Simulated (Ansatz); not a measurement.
Task: a ranking of structure types by relaxed energy of Gd on several prototypes, with Ansatz's Python interface. Give the script and its output. Use (first run): r2SCAN, PAW, cutoff 550 eV, 9×9×9 k-points, cold smearing of 0.05 eV, collinear spin.

The script, `gd_prototypes.py`:
```python
"""Relaxed energies of Gd in several structure types."""

import csv
import logging
import sys
import warnings

import ansatz as az
import numpy as np
import spglib

logging.basicConfig(stream=sys.stdout, format="%(levelname)s %(message)s")
logger = logging.getLogger("gd")
logger.setLevel(logging.INFO)

FUNCTIONAL = "r2scan"
ECUT = 550
KSPACING = 0.27
OCCUPATIONS = "cold"
SMEARING_WIDTH = 0.05


def bcc(a_site, a):
    return az.Crystal.bcc(a_site, a=a)


def hcp(first, a):
    return (
        az.Lattice.from_parameters(a, a, 1.633 * a, alpha=90, beta=90, gamma=120)
        .space_group(194)
        .atom(first, [1 / 3, 2 / 3, 0.25])
    )


def sc(first, a):
    return (
        az.Lattice.cubic(a)
        .space_group(221)
        .atom(first, [0, 0, 0])
    )


def fcc(first, a):
    return (
        az.Lattice.fcc(a)
        .space_group(225)
        .atom(first, [0, 0, 0])
        .primitive()
    )


def diamond(A, a):
    return az.Crystal.diamond(A, a=a)


def solve(name, crystal):
    calc = crystal.calculation()
    calc = calc.functional(FUNCTIONAL)
    calc = calc.basis(ECUT).kpoints(spacing=KSPACING)
    calc = calc.occupations(OCCUPATIONS, width=SMEARING_WIDTH)
    calc = calc.spin("collinear")
    calc = calc.stress()
    calc = calc.band_table()
    calc = calc.relax(force_tolerance=0.03, cell=True)
    return calc.run()


def pressure_gpa(outcome):
    return float(np.trace(outcome.report["stress_gpa"]) / 3)


def space_group(outcome):
    sites = outcome.report["lattice"]["sites"]
    kinds = sorted({site["symbol"] for site in sites})
    cell = (outcome.lattice.cell_ang, [site["position_frac"] for site in sites], [kinds.index(site["symbol"]) for site in sites])
    return spglib.get_spacegroup(cell, symprec=0.01)


def volume_per_atom(outcome):
    return abs(np.linalg.det(outcome.lattice.cell_ang)) / len(outcome.lattice.sites)

# starting lattice constants are rough guesses; the relaxation finds the rest
warnings.simplefilter("ignore")

phases = {}
phases["bcc"] = bcc("Gd", 4.05).moments(Gd=7.0)
phases["hcp"] = hcp("Gd", 3.6).moments(Gd=7.0)
phases["sc"] = sc("Gd", 3.31).moments(Gd=7.0)
phases["fcc"] = fcc("Gd", 5.1).moments(Gd=7.0)
phases["diamond"] = diamond("Gd", 7.01).moments(Gd=7.0)

done = {}
for name, crystal in phases.items():
    try:
        done[name] = solve(name, crystal)
    except az.NonConvergedError as error:
        print(name, "did not converge:", str(error)[:120])

energy = {name: o.report["energy_sigma0_ev"] / len(o.lattice.sites) for name, o in done.items()}
lowest = min(energy.values())
rows = [(name, len(o.lattice.sites), 1000 * (energy[name] - lowest), pressure_gpa(o), space_group(o), volume_per_atom(o), abs(o.report["magnetization_mub"]) / len(o.lattice.sites)) for name, o in done.items()]
rows.sort(key=lambda row: row[2])
with open("prototypes.csv", "w", newline="") as handle:
    writer = csv.writer(handle)
    writer.writerow(["phase", "atoms", "dE (meV/atom)", "P (GPa)", "space group", "V (A^3/atom)", "M (muB/atom)"])
    writer.writerows([round(v, 4) if isinstance(v, float) else v for v in row] for row in rows)
print(open("prototypes.csv").read())
```

Running `python gd_prototypes.py` prints:
```text
phase,atoms,dE (meV/atom),P (GPa),space group,V (A^3/atom),M (muB/atom)
hcp,2,0.0,-0.0111,P6_3/mmc (194),33.729,7.9144
fcc,1,71.3243,0.0059,Fm-3m (225),35.1358,8.1819
bcc,1,148.7531,-0.0089,Im-3m (229),33.5552,7.9179
sc,1,571.1281,0.0015,Pm-3m (221),34.4954,8.0976
diamond,2,1639.4426,0.0404,Fd-3m (227),53.274,9.3977
```

By space group at the end of each run: P6_3/mmc (+0 meV an atom, 33.7 Å³), Fm-3m (+71 meV an atom, 35.1 Å³), Im-3m (+149 meV an atom, 33.6 Å³), Pm-3m (+571 meV an atom, 34.5 Å³) and Fd-3m (+1639 meV an atom, 53.3 Å³).

Open f shells: without a Hubbard U, without spin-orbit coupling; the state reached hangs on the start and needn't be the lowest. For the metals among these phases the mesh is modest: differences between phases can be off by up to 40 meV an atom. Pressure is positive in compression. r2SCAN tends to overestimate the moments of itinerant magnets. The cells are built on prototypes, so most aren't the phase found in nature. Rows bear the name of their start, and a relaxation keeps or raises the symmetry. Differences under about 40 meV an atom lie within the error of mesh and functional. Hardware and time: 5.3 min on 1 thread of Arm Neoverse V1 (shared host), peak memory 0.98 GiB.
